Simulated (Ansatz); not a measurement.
**GaHCl2 (singlet): from Hartree-Fock to the top rungs, cc-pVDZ**

How much of the correlation energy of GaHCl2 (singlet) does each wave-function method recover here?

Method: cc-pVDZ, core rule «outside noble gas», up to 24 orbitals frozen; program: Ansatz 0.2.0, Gaussian basis.

Plan: UHF; CCSD(T) on RHF; BCCD(T) on RHF; CISD; CCSDT(Q) on RHF.

8 further runs of the same task are left out: 2 for a known fault of the program, 2 that didn't finish, 4 set aside as unsound or not needed.

### Step 1. The system

The geometry is a PBE0/def2-TZVP stationary point (not a proven minimum). No spin-orbit coupling is included. The filled d shell of Ga may be among the frozen orbitals whatever the setting's name suggests; the logs give the count.

4 atoms, charge 0, spin multiplicity 1.

Atoms are counted from 1 here; the program's logs count them from 0.

Bond lengths: Cl1–Ga2 2.129 Å, Ga2–Cl3 2.129 Å, Ga2–H4 1.545 Å. Angles: Cl1–Ga2–Cl3 115.3°, Cl1–Ga2–H4 122.3°, Cl3–Ga2–H4 122.3°.

Coordinates:

```
Cl    0.0000   -0.5796    1.7985
Ga    0.0000    0.5590    0.0000
Cl    0.0000   -0.5796   -1.7985
H     0.0000    2.1042    0.0000
```

### Step 2. UHF

in.yaml reads:

```yaml
crystal:
  periodic: [false, false, false]
  atoms:
    - {symbol: Cl, position_ang: [0.000000, -0.579616, 1.798512]}
    - {symbol: Ga, position_ang: [0.000000, 0.559032, 0.000000]}
    - {symbol: Cl, position_ang: [0.000000, -0.579616, -1.798512]}
    - {symbol: H, position_ang: [0.000000, 2.104198, 0.000000]}
basis:
  gaussian: {orbitals: cc-pVDZ}
magnetization: {spin_polarized: true, initial_magnetization: 0}
hamiltonian: {xc: hf}
output: {orbitals: {seedname: orbitals}}
```

Started as:

```bash
$ ansatz run in.yaml --threads 1 --pin off --events-out ev --progress --plain --max-ram 2393MiB
```

The runs that follow: CCSD(T) on RHF; BCCD(T) on RHF; CISD; CCSDT(Q) on RHF.

**Question.** What will the summary of the whole plan be? Wanted: RCCSDT(Q) below the RHF energy; RMP2 from RCCSDT(Q); RCCSD from RCCSDT(Q); RCCSD(T) from RCCSDT(Q); T1 diagnostic.

The runs gave:

| quantity | value |
| --- | --- |
| RCCSDT(Q) below the RHF energy | -9.9916 eV |
| RMP2 from RCCSDT(Q) | +1102.1 meV |
| RCCSD from RCCSDT(Q) | +239.3 meV |
| RCCSD(T) from RCCSDT(Q) | +39.6 meV |
| levels within 1 kcal/mol (43 meV) | RCCSD(T), BCCD(T), RCCSDT |
| T1 diagnostic | 0.010 |

What this shows: RCCSD(T) misses by +39.6 meV, 0.4 % of the correlation energy. These misses are within one basis, not against nature.
